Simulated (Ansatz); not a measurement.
# Mg3CdTe4: the cost of one run

Method: DFT PBE, scalar-relativistic, plane waves, PAW, in Ansatz 0.2.0.

1 further run of the same task is left out (it didn't finish). Runs told in other sessions of the task aren't counted.

**1. The structure to begin with**

The structure is trigonal, space group P-3m1 (No. 164). Conventional cell: a = 4.268 Å, b = 4.268 Å, c = 13.854 Å, α = 90.00°, β = 90.00°, γ = 120.00°. Mg (site symmetry -3m) has 6 Te at 3.00 Å and 2 Mg at 3.43 Å in its first shell of neighbours. Around Mg (site symmetry 3m) lie 6 Te at 2.99 to 3.01 Å and 1 Mg at 3.43 Å. Cd (site symmetry -3m) has 6 Te at 3.05 Å and 2 Mg at 3.49 Å in its first shell of neighbours. Around Te (site symmetry 3m) lie 6 Mg at 3.00 to 3.01 Å. Te (site symmetry 3m) has 3 Mg at 2.99 Å and 3 Cd at 3.05 Å in its first shell of neighbours.

Structure file:

```
Mg Cd Te
1.0
     4.26807    0.00000    0.00000
    -2.13403    3.69626    0.00000
     0.00000    0.00000   13.85429
Mg Cd Te
3 1 4
Direct
  0.00000 0.00000 0.00000
  0.00000 0.00000 0.75221
  0.00000 0.00000 0.24779
  0.00000 0.00000 0.50000
  0.33333 0.66667 0.87641
  0.33333 0.66667 0.36979
  0.66667 0.33333 0.12359
  0.66667 0.33333 0.63021
```

The start is the relaxed end of an invented cell (made as: elements ordered on the sites of the MgTe type, Cd/Mg on Mg (P-3m1, No. 164)), taken up again for a closer look.

**2. Probe: one point on a coarse mesh**

input.yaml reads:

```yaml
crystal:
  lattice:
    - [4.2680687, 0.0, 0.0]
    - [-2.1340344, 3.696256, 0.0]
    - [0.0, 0.0, 13.8542928]
  atoms:
    - { symbol: Mg, position: [0.0, 0.0, 0.0] }
    - { symbol: Mg, position: [0.0, 0.0, 0.752214] }
    - { symbol: Mg, position: [0.0, 0.0, 0.247786] }
    - { symbol: Cd, position: [0.0, 0.0, 0.5] }
    - { symbol: Te, position: [0.3333333, 0.6666667, 0.876413] }
    - { symbol: Te, position: [0.3333333, 0.6666667, 0.369791] }
    - { symbol: Te, position: [0.6666667, 0.3333333, 0.123587] }
    - { symbol: Te, position: [0.6666667, 0.3333333, 0.630209] }
basis:
  ecutwfc: 420
kpoints:
  mp_grid: { grid: [6, 6, 2] }
hamiltonian:
  xc: pbe
scf:
  occupations: { method: gaussian, width: 0.1 }
  lower_state_search: "off"
output:
  forces: true
  stress: true
  eigenvalues: true
```

Launch:

```
> ansatz run input.yaml --threads 4 --pin off --max-ram 8192MiB --backend cpu --events-out ev --progress --plain --runs-dir out
```

**Question.** How long does this run take on 4 threads of Intel Xeon 6975P-C (Granite Rapids), shared host, and how much memory does it need?

About 1.7 s, with a peak of 0.77 GiB.
